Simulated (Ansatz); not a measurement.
# C2I4: the cost of one run

All numbers are computed with the Python package of Ansatz 0.2.0. Level of theory: Hartree-Fock/def2-SVP.

## (1) Starting point

Bond lengths: I1–C2 2.099 Å, C2–I3 2.099 Å, C2–C4 1.351 Å, C4–I5 2.099 Å, C4–I6 2.099 Å. Angles: I1–C2–I3 109.7°, I1–C2–C4 125.1°, I3–C2–C4 125.1°, C2–C4–I5 125.1°, C2–C4–I6 125.1°, I5–C4–I6 109.7°.

Input file c2i4.xyz:

```xyz
6

I    -1.32850    2.05880    0.69930
C    -0.64400    0.15940    0.12610
I    -2.26380   -1.16960    0.00440
C     0.64400   -0.15940   -0.12610
I     2.26380    1.16960   -0.00450
I     1.32850   -2.05880   -0.69920
```

## (2) The code

The input, run_opt.py:

```python
"""Geometry optimisation of C2I4."""

import itertools
import warnings

import ansatz as az
from ase.data import atomic_numbers, covalent_radii
import numpy as np


def main() -> None:
    warnings.simplefilter("ignore", az.DeckWarning)

    geometry = az.Crystal.molecule_from_extxyz("c2i4.xyz")

    calculation = (
        geometry.calculation()
        .basis(gaussian="def2-SVP")
        .functional("hf")
    )
    symbols = [site.symbol for site in geometry.cartesian_sites]
    start = np.array([site.position_ang for site in geometry.cartesian_sites], dtype=float)
    def progress(event):
        if event["event"] == "relax_step":
            row = event["data"]
            print(f"step {row['step']:3d}  E = {row['lagrangian_ev']:.6f} eV  largest force component {row['allowed_force_max_ev_ang']:.4f} eV/A")


    rep = calculation.relax(force_tolerance=0.02).session().plan().execute(on_event=progress).report
    end = np.array(rep["positions_ang"])

    print("reference energy %16.6f eV" % rep["reference_energy_ev"])
    print("total energy     %16.6f eV" % rep["free_energy_ev"])
    print("occupied orbitals outside the frozen core (up, down):", rep["n_occupied"], " frozen:", rep["n_frozen"], " virtual:", rep["n_virtual"])

    # pairs closer than 1.2 times the sum of covalent radii, before or after
    radius = [covalent_radii[atomic_numbers[s]] for s in symbols]
    span = lambda where, i, j: np.linalg.norm(where[i] - where[j])
    bonded = [(i, j) for i, j in itertools.combinations(range(len(symbols)), 2) if min(span(start, i, j), span(end, i, j)) < 1.2 * (radius[i] + radius[j])]
    print("pair        before    after (A)")
    for i, j in bonded:
        print(f"{symbols[i]}{i}-{symbols[j]}{j}".ljust(10), f"{span(start, i, j):8.4f} {span(end, i, j):8.4f}")
    with open("c2i4_opt.xyz", "w") as handle:
        handle.write(f"{len(symbols)}\nrelaxed C2I4\n")
        handle.writelines(f"{s:2s} {x:11.6f} {y:11.6f} {z:11.6f}\n" for s, (x, y, z) in zip(symbols, end))


if __name__ == "__main__":
    main()
```

## (3) The input behind the calls

The package turns the script's settings into the engine's input:

```yaml
crystal:
  periodic: [false, false, false]
  atoms:
    - { symbol: I, position_ang: [-1.3285, 2.0588, 0.6993] }
    - { symbol: C, position_ang: [-0.644, 0.1594, 0.1261] }
    - { symbol: I, position_ang: [-2.2638, -1.1696, 0.0044] }
    - { symbol: C, position_ang: [0.644, -0.1594, -0.1261] }
    - { symbol: I, position_ang: [2.2638, 1.1696, -0.0045] }
    - { symbol: I, position_ang: [1.3285, -2.0588, -0.6992] }
basis:
  gaussian:
    orbitals: def2-SVP
hamiltonian:
  xc: hf
relax:
  f_tol: 0.02
```

## (4) Running it

Launch:

```sh
$ python run_opt.py
```

Q: Estimate wall time and peak memory on 1 thread of Arm Neoverse V2, shared host.

About 54 s, with a peak of 0.57 GiB.
